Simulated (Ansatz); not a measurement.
# Cs2MgPbF6: from the start to rest

The start is Cs2MgPbF6, a structure type of another compound, with these elements put in. Where does it settle when we relax the atoms in a fixed cell, and what is it like there?

Method: DFT, r2SCAN, no spin polarisation, plane waves, PAW, in Ansatz 0.2.0.

## Step 1: The system as given

Symmetry: Fm-3m, No. 225, cubic system. Conventional cell: a = 8.987 Å, b = 8.987 Å, c = 8.987 Å, α = 90.00°, β = 90.00°, γ = 90.00°. Mg (site symmetry m-3m) is surrounded by 6 F at 2.56 Å. Pb (site symmetry m-3m) has 6 F at 1.93 Å as nearest neighbours. Around F (site symmetry 4mm) lie 1 Pb at 1.93 Å and 1 Mg at 2.56 Å. Cs (site symmetry -43m) is surrounded by 12 F at 3.19 Å.

In its conventional cell, by symmetry (the run takes the cell typed in the input):

```cif
data_structure
_symmetry_space_group_name_H-M 'Fm-3m'
_symmetry_Int_Tables_number 225
_cell_length_a 8.9869
_cell_length_b 8.9869
_cell_length_c 8.9869
_cell_angle_alpha 90.000
_cell_angle_beta 90.000
_cell_angle_gamma 90.000
_cell_volume 725.82
loop_
_atom_site_label
_atom_site_type_symbol
_atom_site_symmetry_multiplicity
_atom_site_Wyckoff_symbol
_atom_site_fract_x
_atom_site_fract_y
_atom_site_fract_z
_atom_site_occupancy
Mg1 Mg 4 b 0.50000 0.00000 0.00000 1
Pb1 Pb 4 a 0.00000 0.00000 0.00000 1
F1 F 24 e 0.21500 0.00000 0.00000 1
Cs1 Cs 8 c 0.25000 0.75000 0.75000 1
```

It starts from an earlier solution of the starting cell (checkpoint.read).

## Step 2: Relaxing

input.yaml

```yaml
crystal:
  lattice:
    - [0.0, 4.493437, 4.493437]
    - [4.493437, 0.0, 4.493437]
    - [4.493437, 4.493437, 0.0]
  atoms:
    - { symbol: Mg, position: [0.5, 0.5, 0.5] }
    - { symbol: Pb, position: [0.0, 0.0, 0.0] }
    - { symbol: F, position: [0.785, 0.215, 0.215] }
    - { symbol: F, position: [0.215, 0.785, 0.215] }
    - { symbol: F, position: [0.215, 0.785, 0.785] }
    - { symbol: F, position: [0.785, 0.215, 0.785] }
    - { symbol: F, position: [0.215, 0.215, 0.785] }
    - { symbol: F, position: [0.785, 0.785, 0.215] }
    - { symbol: Cs, position: [0.25, 0.25, 0.25] }
    - { symbol: Cs, position: [0.75, 0.75, 0.75] }
  symmetry: { tolerance: 0.0003 }
kpoints:
  mp_grid: { grid: [6, 6, 6], shift: [0, 0, 0] }
magnetization:
  spin_polarized: false
scf:
  occupations: { method: fermi_dirac, width: 0.0512 }
  lower_state_search: "off"
hamiltonian:
  pseudopotentials: { kind: paw }
  xc: r2scan
basis:
  ecutwfc: 500
  fft_grid_basis: typed
relax:
  max_steps: 80
  f_tol: 0.03
output:
  forces: true
  stress: true
  eigenvalues: true
  bader: true
  populations: true
  elf: true
  write_potential: true
  volumetric_format: npy
  dos:
    e_range: [-12, 8]
    de: 0.05
    projected: { site_lists: { Cs: [Cs], F: [F], Mg: [Mg], Pb: [Pb] } }
checkpoint:
  read: saved_state
```

Run with:

```
$ ansatz run input.yaml --threads 2 --pin off --max-ram 2560MiB --backend cpu --events-out ev --progress --plain --runs-dir out
```

Log, cut to the lines that bear on the results:

```text
Warning: output.stress: scf.convergence.dr2_threshold = 1e-7 eV (the SCF's general default) is looser than the 1e-9 eV advised for a printed stress (1e-10 eV for each atom of the cell: 10). What an SCF threshold leaves in a stress goes as its square root, and in the free energy as the [...]
Warning: RAYON_NUM_THREADS=2 ignored (pool sized by the plan → 2); use --threads N
[...]
Pseudopotentials: kind: paw
Pseudopotential: Mg, paw, valence charge 10, recommended cutoff 500 eV (meta_gga), Mg.paw.azcp
Pseudopotential: Pb, paw, valence charge 14, recommended cutoff 500 eV (meta_gga), Pb.paw.azcp
Pseudopotential: F, paw, valence charge 7, recommended cutoff 500 eV (meta_gga), F.paw.azcp
Pseudopotential: Cs, paw, valence charge 9, recommended cutoff 500 eV (meta_gga), Cs.paw.azcp
Functional definition: r2SCAN
[...]
Crystal: 10 atoms, lattice volume = 181.454 Å³
Basis set: ecut = 500 eV, 4645 PW (Γ), exchange–correlation on 192×192×192 points (64 copies of the dense FFT grid, shifted against one another)
Bands: 52, of which v1, the nominal top of the filled ones, is band 42 counted from 1 (41 counted from 0)
Symmetry: 48 space group operations
Space group: Fm-3m (ITA 225), of the structure as read, at distance tolerance 1.7e-3 Å
k-points: 16 of 216
[...]
SCF iter   1: F=-30079.920628 eV  HF=-30079.925462 eV  |F-HF|=4.83e-3  |Δ(HF+E_count)|=         —  Δρ=2.11e-3  dr2=1.26e-2  dr2_τ=7.32e-4  ethr=9.83e-6  ⟨swp⟩=3.2  Hψ=6424  notcnv=0
[...]
relax step   1: F+E_penalty+E_count = -30079.92763426 eV  Δ(F+E_penalty+E_count) = +0.000e0 eV  max|allowed force component| = 5.362e0 eV/Å  Δτ_max = 0.0000 Å  (6 SCF iters, accepted)
[...]
relax step   2: F+E_penalty+E_count = -30086.37384628 eV  Δ(F+E_penalty+E_count) = -6.446e0 eV  max|allowed force component| = 5.087e0 eV/Å  Δτ_max = 0.1828 Å  (7 SCF iters, dr2 threshold 1.00e-4 eV, accepted)
[...]
relax step   3: F+E_penalty+E_count = -30090.47746274 eV  Δ(F+E_penalty+E_count) = -4.104e0 eV  max|allowed force component| = 2.039e0 eV/Å  Δτ_max = 0.1950 Å  (6 SCF iters, dr2 threshold 1.00e-4 eV, accepted)
[...]
SCF iter   5: F=-30091.309108 eV  HF=-30091.309127 eV  |F-HF|=1.97e-5  |Δ(HF+E_count)|=   3.60e-6  Δρ=9.85e-5  dr2=3.18e-5  dr2_τ=9.66e-7  ethr=1.19e-7  ⟨swp⟩=16.1  Hψ=8293  notcnv=0
```

## Step 3: The output, continued

The log, continued, cut to the lines that bear on the results:

```text
[...]
relax step   4: F+E_penalty+E_count = -30091.30910769 eV  Δ(F+E_penalty+E_count) = -8.316e-1 eV  max|allowed force component| = 6.980e-1 eV/Å  Δτ_max = 0.1019 Å  (5 SCF iters, dr2 threshold 1.00e-4 eV, accepted)
[...]
relax step   6: F+E_penalty+E_count = -30091.42185296 eV  Δ(F+E_penalty+E_count) = -4.694e-3 eV  max|allowed force component| = 5.347e-3 eV/Å  Δτ_max = 0.0105 Å  (5 SCF iters, dr2 threshold 1.29e-6 eV, accepted)
[...]
relax step   7: F+E_penalty+E_count = -30091.42185298 eV  Δ(F+E_penalty+E_count) = -1.950e-8 eV  max|allowed force component| = 5.383e-3 eV/Å  Δτ_max = 0.0000 Å  (2 SCF iters, accepted)
[...]
SCF iter   2: F=-30091.421853 eV  HF=-30091.421853 eV  |F-HF|=1.42e-9  |Δ(HF+E_count)|=   8.26e-9  Δρ=3.62e-6  dr2=1.39e-8  dr2_τ=2.65e-9  ethr=4.51e-11  ⟨swp⟩=7.0  Hψ=4459  notcnv=0
[...]
SCF converged after 2 iterations
Free energy (F): -30091.421853 eV
[...]
    - { symbol: F, position: [0.7257081260654782, 0.7257081260654782, 0.2742918739345218] }
    - { symbol: Cs, position: [0.25, 0.25, 0.25] }
    - { symbol: Cs, position: [0.75, 0.75, 0.75] }
--- Löwdin populations: 10 sites ---
  site symbol       q [e]
     0     Mg      8.3234
     1     Pb     12.8199
     2      F      7.7169
     3      F      7.7169
     4      F      7.7169
     5      F      7.7169
     6      F      7.7169
     7      F      7.7169
     8     Cs      8.1061
     9     Cs      8.1061
  spilling = 0.004085 (of n_electrons = 84.000000)
--- Bader charges: 10 sites ---
  site symbol  charge [e]  shift [e]
     0     Mg      1.7958     0.0051
     1     Pb      1.5791     0.0001
     2      F     -0.8654     0.0008
     3      F     -0.8654     0.0008
     4      F     -0.8654     0.0008
     5      F     -0.8654     0.0008
     6      F     -0.8654     0.0008
     7      F     -0.8654     0.0008
     8     Cs      0.9088     0.0000
     9     Cs      0.9088     0.0000
  estimated error of the sums over rays = 2.4e-4 e
```

It took 96 s on 2 threads of Arm Neoverse V2, shared host; peak memory 1.1 GiB.

Step by step:

```csv
step,energy from step 1 (eV/cell),largest force component (eV/Å)
1,0.0000,5.3620
2,-6.4462,5.0872
3,-10.5498,2.0393
4,-11.3815,0.6980
5,-11.4895,0.1436
6,-11.4942,0.0053
7,-11.4942,0.0054
```

Step 1 is the start. Step 7 solves the same geometry again.

The largest move, 0.53 Å, is shared by several atoms, F7 among them.

## Step 4: States by energy

Counts of states in windows (eV from the Fermi level; tetrahedra), total and projected:

```csv
from,to,total,Cs p,F p,Pb p
-10.0,-9.0,2.00,0.39,0.54,0.00
-9.0,-8.0,12.01,10.61,0.92,0.13
-8.0,-7.0,0.00,0.00,0.00,0.00
-7.0,-6.0,3.02,0.06,2.60,0.19
-6.0,-5.0,10.89,0.25,10.09,0.29
-5.0,-4.0,20.07,0.55,19.20,0.06
-4.0,-3.0,1.25,0.00,0.83,0.00
-3.0,-2.0,0.75,0.00,0.51,0.00
-2.0,-1.0,0.00,0.00,0.00,0.00
-1.0,0.0,0.00,0.00,0.00,0.00
0.0,1.0,0.00,0.00,0.00,0.00
1.0,2.0,0.00,0.00,0.00,0.00
2.0,3.0,0.20,0.00,0.01,0.14
3.0,4.0,5.79,0.08,0.57,4.28
4.0,5.0,0.15,0.00,0.00,0.00
5.0,6.0,2.78,0.00,0.03,0.02
```

On the mesh the valence top lies at -2.94 eV and the conduction bottom at 2.90 eV on this scale.

## Step 5: Atomic charges

Gathered by element (positive charge: electrons given up): Löwdin charges also hold the electrons that the projection spills.

```csv
element,atoms,Bader charge (e),Bader volume (Å³),Löwdin charge (e)
Mg,1,+1.80,4.7,+1.68
Pb,1,+1.58,20.6,+1.18
F,6,-0.87,15.4,-0.72
Cs,2,+0.91,32.0,+0.89
```

The Löwdin projection spills 0.4 % of the electrons and depends on the orbitals chosen; where it disagrees with Bader's partition, neither is an observable.

## Step 6: Fields in real space

Maps in the plane spanned by b and c at height 0.726 along a (axes of the input's cell), one cell: b runs left to right (19 points from zero), c bottom to top (19 points), 60° apart. Inside the augmentation spheres the fields are the smooth ones.

Valence density. Ten steps from '0' (0.03 e/Å³) to '9' (13.60 e/Å³), finer at the low end (step k begins (100^(k/10) - 1)/99 of the way up):
```
0001100000123332000
0012210000234444210
0024542100234444420
0025886310134313442
1014899520024421443
1002699631013443443
1001356631001344443
1000123321000123332
1000001110000001221
0011100000011100000
0013321000123321000
0025664100136653100
0025897410136996200
0014799620025998410
0002478631013688521
0001245531001245421
0010012211000012210
0000000000000000000
0000000000111110000
```

ELF. Ten even steps from '0' (0.01) to '9' (0.90):
```
0001000002799997300
0135541003899999950
0168887201899558993
0069889710699201897
3048847960199600599
6017977972059962599
7102788983006999999
6000168862000599999
2000002320000016887
0013300000023200132
0157873000268761000
0268998400389997200
0168868830288779710
0028856970068748840
0004888983017988850
0110488873002789851
0221026651000146630
0121001210001000110
0000000000267630000
```

Atoms within 0.2 Å of the plane, in fractions of b and c: F at (0.27, 0.27), F at (0.27, 0.73), F at (0.73, 0.27), Cs at (0.75, 0.75).

Along short contacts, where the density is least:

```csv
contact,length (Å),minimum at (fraction),density (e/Å³),ELF
Mg1–F3,2.028,deep in a PAW sphere,–,–
Cs9–F3,3.185,0.55,0.071,0.03
```

## Step 7: Outcome

```
                            quantity                                    value
                               moves                                        5
                       energy gained                          1149.4 meV/atom
                        largest move                               0.53 Å (F)
space group (0.01 Å), before / after                            Fm-3m / Fm-3m
     pressure left in the fixed cell                                 -0.8 GPa
                          gap (mesh)                        5.84 eV, indirect
                    least direct gap                                  6.15 eV
                       Bader charges  Mg +1.80, Pb +1.58, F -0.87, Cs +0.91 e
```

In the fixed cell the largest move of an atom is 0.53 Å; the energy fell by 1149.4 meV per atom. With 48 symmetry operations imposed, the end may be a saddle point towards distortions that break them. There is a gap of 5.84 eV, with the least direct gap at 6.15 eV; within 0.7 eV of the edges the states project mainly on F p (67 %) and Pb s (30 %) below and Pb p (74 %) above. Spin-orbit coupling is left out, and with elements this heavy it can move the gap by tenths of an eV. At the density minimum between Cs and F (3.18 Å) the ELF is 0.03 and the density 0.07 e/Å³, a closed-shell (ionic or weak) contact. Mg loses most charge (+1.80 e on average) and F gains most (-0.87 e).

Keep in mind: the SCF threshold is loose for a stress.

The gaps are Kohn-Sham values of a semilocal functional, not quasiparticle or optical gaps. Such gaps usually fall short of the measured ones; spin-orbit coupling, left out here, narrows gaps with Pb, so the two errors partly cancel.
